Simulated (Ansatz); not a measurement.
# CH5F2GeN: the cost of one run

The runs use Ansatz 0.2.0, Gaussian basis; the settings change from run to run.

### 1 The geometry

The structure was relaxed beforehand with PBE0-D4 in a triple-zeta def2 set.

10 atoms, charge 0, spin multiplicity 1.

Atoms are counted from 1 here; the program's logs count them from 0.

Bond lengths: C1–N2 1.454 Å, C1–H6 1.096 Å, C1–H7 1.093 Å, C1–H8 1.091 Å, N2–Ge3 1.791 Å, N2–H9 1.008 Å, Ge3–F4 1.724 Å, Ge3–F5 1.733 Å, Ge3–H10 1.523 Å. Angles: N2–C1–H6 113.5°, N2–C1–H7 110.0°, N2–C1–H8 109.4°, H6–C1–H7 108.5°, H6–C1–H8 108.0°, H7–C1–H8 107.2°, C1–N2–Ge3 122.0°, C1–N2–H9 113.9°, Ge3–N2–H9 115.5°, N2–Ge3–F4 106.6°, N2–Ge3–F5 113.2°, N2–Ge3–H10 114.8°, F4–Ge3–F5 101.8°, F4–Ge3–H10 111.3°, F5–Ge3–H10 108.5°.

Geometry (Å):

```xyz
10
CH5F2GeN
C    -0.9333   -0.8286    0.6775
N     0.4262   -0.3400    0.5159
Ge    0.8790    0.7888   -0.7982
F     0.3309    0.0759   -2.2687
F    -0.0205    2.2696   -0.7646
H    -1.5859   -0.1344    1.2182
H    -0.9258   -1.7835    1.2087
H    -1.3728   -1.0087   -0.3048
H     0.9227   -0.2170    1.3850
H     2.3627    1.1267   -0.8662
```

### 2 r2SCAN50/def2-TZVPP

This run has charge +1, multiplicity 2, high accuracy.

Input file in.yaml:

```yaml
crystal:
  periodic: [false, false, false]
  atoms:
    - {symbol: C, position_ang: [-0.933293, -0.828587, 0.677507]}
    - {symbol: N, position_ang: [0.426226, -0.340040, 0.515940]}
    - {symbol: Ge, position_ang: [0.878956, 0.788831, -0.798168]}
    - {symbol: F, position_ang: [0.330866, 0.075904, -2.268680]}
    - {symbol: F, position_ang: [-0.020534, 2.269641, -0.764556]}
    - {symbol: H, position_ang: [-1.585938, -0.134354, 1.218169]}
    - {symbol: H, position_ang: [-0.925797, -1.783545, 1.208723]}
    - {symbol: H, position_ang: [-1.372829, -1.008663, -0.304811]}
    - {symbol: H, position_ang: [0.922673, -0.217004, 1.384977]}
    - {symbol: H, position_ang: [2.362671, 1.126717, -0.866202]}
basis:
  gaussian: {orbitals: def2-TZVPP}
total_charge: 1
magnetization: {spin_polarized: true, initial_magnetization: 1}
hamiltonian: {xc: {name: r2SCAN50}}
accuracy: high
```

Started as:

```console
$ ansatz run in.yaml --threads 4 --pin off --events-out ev --progress --plain --max-ram 10444MiB
```

Q: Estimate wall time and peak memory on 4 threads of INTEL XEON PLATINUM 8581C at 2.30GHz, shared host.

About 18 s, with a peak of 2.2 GiB.
